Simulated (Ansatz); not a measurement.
**Pt (111): surface energy and levels**

Method: DFT PBE, scalar-relativistic, plane waves, PAW, in Ansatz 0.2.0.

### Step 1. The starting structure

Symmetry: Fm-3m, No. 225, cubic system. Conventional cell: a = 3.970 Å, b = 3.970 Å, c = 3.970 Å, α = 90.00°, β = 90.00°, γ = 90.00°. Pt (site symmetry m-3m) is surrounded by 12 Pt at 2.81 Å.

Structure file:

```cif
data_structure
_symmetry_space_group_name_H-M 'P 1'
_symmetry_Int_Tables_number 1
_cell_length_a 2.8073
_cell_length_b 2.8073
_cell_length_c 2.8073
_cell_angle_alpha 60.000
_cell_angle_beta 60.000
_cell_angle_gamma 60.000
_cell_volume 15.64
loop_
_atom_site_label
_atom_site_type_symbol
_atom_site_fract_x
_atom_site_fract_y
_atom_site_fract_z
_atom_site_occupancy
Pt1 Pt 0.00000 0.00000 0.00000 1
```

This cell was relaxed beforehand with the same method: volume 15.64 Å³/atom, gap on the mesh none (metal).

### Step 2. Bulk reference on the slab's mesh

input.yaml

```yaml
crystal:
  lattice:
    - [2.8072945022, 0.0, 0.0]
    - [-1.4036472511, 2.4311883548, 0.0]
    - [1.4036472511, 0.8103961183, 2.2921463627]
  atoms:
    - { symbol: Pt, position: [0.0, 0.0, 0.0] }
basis:
  ecutwfc: 420
kpoints:
  mp_grid: { grid: [12, 12, 15] }
hamiltonian:
  xc: pbe
scf:
  occupations: { method: gaussian, width: 0.1 }
output:
  forces: true
  stress: true
  eigenvalues: true
```

The run is started by

```
$ ansatz run input.yaml --threads 1 --pin off --max-ram 2560MiB --backend cpu --events-out ev --progress --plain --runs-dir out
```

**Question.** How long does this run take on 1 thread of Arm Neoverse V2, shared host, and how much memory does it need?

About 5.1 s, with a peak of 0.38 GiB.
